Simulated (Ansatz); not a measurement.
**CH4GeS: how energies converge with the basis set**

Aim: see how fast density functionals converge with the basis set for CH4GeS.

Computed with Ansatz 0.2.0, Gaussian basis. Level: one geometry, several basis sets.

Plan: PBE0-D4/def2-SVP; ωB97M-V/def2-SVP; PBE0-D4/def2-QZVPP; ωB97M-V/def2-QZVPP; the functionals' def2-TZVPP values are taken from earlier runs.

### Step 1. The relaxed structure

All runs share one geometry, relaxed beforehand with PBE0-D4 in a triple-zeta def2 set.

SMILES `[CH2]1[S][GeH2]1`, 7 atoms, charge 0, spin multiplicity 1.

Atoms are counted from 1 here; the program's logs count them from 0.

Bond lengths: C1–S2 1.847 Å, C1–Ge3 1.927 Å, C1–H4 1.085 Å, C1–H5 1.085 Å, S2–Ge3 2.189 Å, Ge3–H6 1.526 Å, Ge3–H7 1.526 Å. Angles: S2–C1–Ge3 70.9°, S2–C1–H4 114.1°, S2–C1–H5 114.1°, Ge3–C1–H4 118.3°, Ge3–C1–H5 118.3°, H4–C1–H5 113.9°, C1–S2–Ge3 56.3°, C1–Ge3–S2 52.8°, C1–Ge3–H6 119.4°, C1–Ge3–H7 119.4°, S2–Ge3–H6 116.9°, S2–Ge3–H7 116.9°, H6–Ge3–H7 116.2°.

### Step 2. PBE0-D4 in def2-SVP

in.yaml

```yaml
crystal:
  periodic: [false, false, false]
  atoms:
    - {symbol: C, position_ang: [-0.765946, -0.226925, -0.570617]}
    - {symbol: S, position_ang: [-0.430690, -1.473871, 0.749398]}
    - {symbol: Ge, position_ang: [0.771938, 0.330457, 0.447896]}
    - {symbol: H, position_ang: [-0.609622, -0.595228, -1.579239]}
    - {symbol: H, position_ang: [-1.694935, 0.318442, -0.440431]}
    - {symbol: H, position_ang: [0.622145, 1.440316, 1.484729]}
    - {symbol: H, position_ang: [2.168310, 0.138708, -0.137436]}
basis:
  gaussian: {orbitals: def2-SVP}
hamiltonian: {xc: pbe0, dispersion: d4}
output: {orbitals: {seedname: orbitals}}
```

On the command line:

```
$ ansatz run in.yaml --threads 2 --pin off --events-out ev --progress --plain --max-ram 4352MiB
```

The runs that follow: ωB97M-V in def2-SVP; PBE0-D4 in def2-QZVPP; ωB97M-V in def2-QZVPP.

Before running them: what should the planned runs give, taken together? Wanted: PBE0-D4: double and triple zeta above quadruple; ωB97M-V: double and triple zeta above quadruple.

The runs gave:

| quantity | value |
| --- | --- |
| PBE0-D4: double and triple zeta above quadruple | 13.79, 1.61 eV |
| ωB97M-V: double and triple zeta above quadruple | 13.76, 1.57 eV |

What this shows: PBE0-D4 gains 12.18 eV from double to triple zeta, then 1.61 eV more. These are total energies; as a rule much of such shifts cancels in differences, which this series doesn't test. The LUMO of ωB97M-V is positive and keeps falling with the basis (1.65 to 1.00 eV): an unbound level that the basis holds in place.
